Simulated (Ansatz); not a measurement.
**GeH₄ (SMILES [GeH4]): functionals against CCSD(T) at one geometry**

One table from this session's results is given with a row withheld; the runs are named, their logs left out.

Method: single points in def2-TZVPP; program: Ansatz 0.2.0, Gaussian basis.

Correlated methods freeze the cores. Filled d shells of the heavier atoms are correlated.

**The system as given**

SMILES `[GeH4]`, 5 atoms, charge 0, spin multiplicity 1.

Atoms are counted from 1 here; the program's logs count them from 0.

Bond lengths: Ge1–H3 1.495 Å, Ge1–H4 1.262 Å. Angles: H3–Ge1–H4 105.3°.

As a file:

```
Ge   -0.0225   -0.0642    0.0045
H     1.3530   -0.8311    0.5255
H    -1.3241    0.2965    0.6455
H    -0.3234   -0.4960   -1.1424
H     0.4143    1.5089   -0.4209
```

The first run:

Input file run/in.yaml:

```yaml
crystal:
  periodic: [false, false, false]
  atoms:
    - {symbol: Ge, position_ang: [-0.022500, -0.064200, 0.004500]}
    - {symbol: H, position_ang: [1.353000, -0.831100, 0.525500]}
    - {symbol: H, position_ang: [-1.324100, 0.296500, 0.645500]}
    - {symbol: H, position_ang: [-0.323400, -0.496000, -1.142400]}
    - {symbol: H, position_ang: [0.414300, 1.508900, -0.420900]}
basis:
  gaussian: {orbitals: def2-TZVPP}
correlation: {method: ccsd_t}
output: {forces: true}
```

The command line of these runs was not kept.

Among the steps run: CCSD(T)/def2-TZVPP; PBE0-D4/def2-TZVPP; wB97M-V/def2-TZVPP; r2SCAN-D4/def2-TZVPP; PBE-D4/def2-TZVPP; revPBE-D4/def2-TZVPP; CAM-B3LYP-D4/def2-TZVPP.

One of the session's tables, all rows but one given; the rest of the session is left out.

```
      method  RMS force component (eV/Å)  angle to CCSD(T) forces (°)  dipole (D)
     CCSD(T)                       3.255                    reference        0.89
     PBE0-D4                       3.290                          0.9        0.87
     wB97M-V                           ?                            ?           ?
   r2SCAN-D4                       3.238                          0.5        0.85
      PBE-D4                       3.261                          2.4        0.81
   revPBE-D4                       3.279                          2.8        0.84
CAM-B3LYP-D4                       3.260                          0.3        0.90
```

Estimate the missing values for wB97M-V.

**Answer.** RMS force component (eV/Å): 3.271; angle to CCSD(T) forces (°): 0.4; dipole (D): 0.93. In the column «RMS force component (eV/Å)» it lies between PBE-D4 (3.261) and revPBE-D4 (3.279).
